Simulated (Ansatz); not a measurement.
**C₂H₈AlFSi: one species, many methods**

The task here is to estimate one member of a computed series from the others.

Program: Ansatz 0.2.0, Gaussian basis. Level of theory: functionals in def2-TZVPP, the program's frozen cores in correlated methods. These are calculated values, not measurements.

The runs, in order: LDA (SPW92), PBE-D4, revPBE-D4, BLYP-D4, r2SCAN-D4, B97M-V, PBE0-D4, B3LYP-D4, r2SCANh-D4, r2SCAN0-D4, HSE06-D4, BHLYP-D4, CAM-B3LYP-D4, LC-ωPBE, ωB97X-V, ωB97M-V, B2PLYP, PBE-QIDH; CCSD(T)/def2-SVP; CCSD(T)/def2-TZVPP; MP2/def2-QZVPP; extrapolation to the limit; RPA on PBE.

### Structure used throughout

An earlier PBE0-D4 in a triple-zeta def2 set relaxation fixed the geometry.

SMILES `C[CH]([SiH3])[AlH][F]`, 13 atoms, charge 0, spin multiplicity 1.

Atoms are counted from 1 here; the program's logs count them from 0.

Bond lengths: C1–C2 1.538 Å, C1–H6 1.093 Å, C1–H7 1.095 Å, C1–H8 1.093 Å, C2–Si3 1.873 Å, C2–Al4 1.945 Å, C2–H9 1.101 Å, Si3–H10 1.490 Å, Si3–H11 1.491 Å, Si3–H12 1.491 Å, Al4–F5 1.653 Å, Al4–H13 1.578 Å. Angles: C2–C1–H6 111.3°, C2–C1–H7 111.8°, C2–C1–H8 112.2°, H6–C1–H7 107.2°, H6–C1–H8 106.7°, H7–C1–H8 107.2°, C1–C2–Si3 111.3°, C1–C2–Al4 114.6°, C1–C2–H9 110.7°, Si3–C2–Al4 110.2°, Si3–C2–H9 104.6°, Al4–C2–H9 104.9°, C2–Si3–H10 111.4°, C2–Si3–H11 110.7°, C2–Si3–H12 110.2°, H10–Si3–H11 108.7°, H10–Si3–H12 107.9°, H11–Si3–H12 107.9° and more.

The first run:

Contents of in.yaml:

```yaml
crystal:
  periodic: [false, false, false]
  atoms:
    - {symbol: C, position_ang: [-1.461823, 0.204315, 0.492834]}
    - {symbol: C, position_ang: [0.045015, 0.401340, 0.258789]}
    - {symbol: Si, position_ang: [0.998613, -1.170131, 0.615984]}
    - {symbol: Al, position_ang: [0.508473, 1.082507, -1.502911]}
    - {symbol: F, position_ang: [-0.623240, 0.950140, -2.700752]}
    - {symbol: H, position_ang: [-1.881629, -0.518178, -0.211333]}
    - {symbol: H, position_ang: [-1.672584, -0.165783, 1.501563]}
    - {symbol: H, position_ang: [-2.024842, 1.132339, 0.364961]}
    - {symbol: H, position_ang: [0.454917, 1.140365, 0.964725]}
    - {symbol: H, position_ang: [0.757523, -1.648443, 2.006164]}
    - {symbol: H, position_ang: [2.461811, -0.951961, 0.433861]}
    - {symbol: H, position_ang: [0.577580, -2.250861, -0.320446]}
    - {symbol: H, position_ang: [1.880585, 1.759751, -1.888840]}
basis:
  gaussian: {orbitals: def2-TZVPP}
hamiltonian: {xc: lda}
output: {orbitals: {seedname: orbitals}}
```

On the command line:

```bash
ansatz run in.yaml --threads 4 --pin off --events-out ev --progress --plain --max-ram 10444MiB
```

Steps of the session up to this table: LDA; PBE-D4 (GGA); revPBE-D4 (GGA); BLYP-D4 (GGA); r2SCAN-D4 (meta-GGA); B97M-V (meta-GGA); PBE0-D4 (hybrid); B3LYP-D4 (hybrid); r2SCANh-D4 (hybrid); r2SCAN0-D4 (hybrid); HSE06-D4 (hybrid); BHLYP-D4 (hybrid); CAM-B3LYP-D4 (range-separated); LC-ωPBE (range-separated); ωB97X-V (range-separated); ωB97M-V (range-separated); B2PLYP (double hybrid); PBE-QIDH (double hybrid).

One of the session's tables, all rows but one given; the rest of the session is left out.

It belongs to the step «Orbital energies across the functionals». 

| functional | HOMO (eV) | gap (eV) |
| --- | --- | --- |
| LDA (SPW92) | -6.69 | 4.57 |
| PBE-D4 | -6.60 | 4.74 |
| revPBE-D4 | -6.56 | 4.83 |
| BLYP-D4 | -6.49 | 4.74 |
| r2SCAN-D4 | -6.84 | 5.30 |
| B97M-V | -7.00 | 5.21 |
| PBE0-D4 | -7.82 | 6.73 |
| B3LYP-D4 | -7.62 | 6.31 |
| r2SCANh-D4 | ? | ? |
| r2SCAN0-D4 | -7.98 | 7.07 |
| HSE06-D4 | -7.42 | 5.96 |
| BHLYP-D4 | -8.96 | 8.62 |
| CAM-B3LYP-D4 | -9.16 | 8.98 |
| LC-ωPBE | -10.48 | 11.43 |
| ωB97X-V | -10.14 | 10.94 |
| ωB97M-V | -9.99 | 10.47 |

Estimate the missing values for r2SCANh-D4.

Worked estimate for «HOMO (eV)». Against the share of exact exchange, r2SCAN-D4 (0, -6.84), r2SCAN0-D4 (0.25, -7.98) give a slope of -4.56 per unit share; at 0.1 the line stands at -7.30.

The run gave: HOMO (eV): -7.30; gap (eV): 6.01. In «HOMO (eV)» the line misses by 0.00.
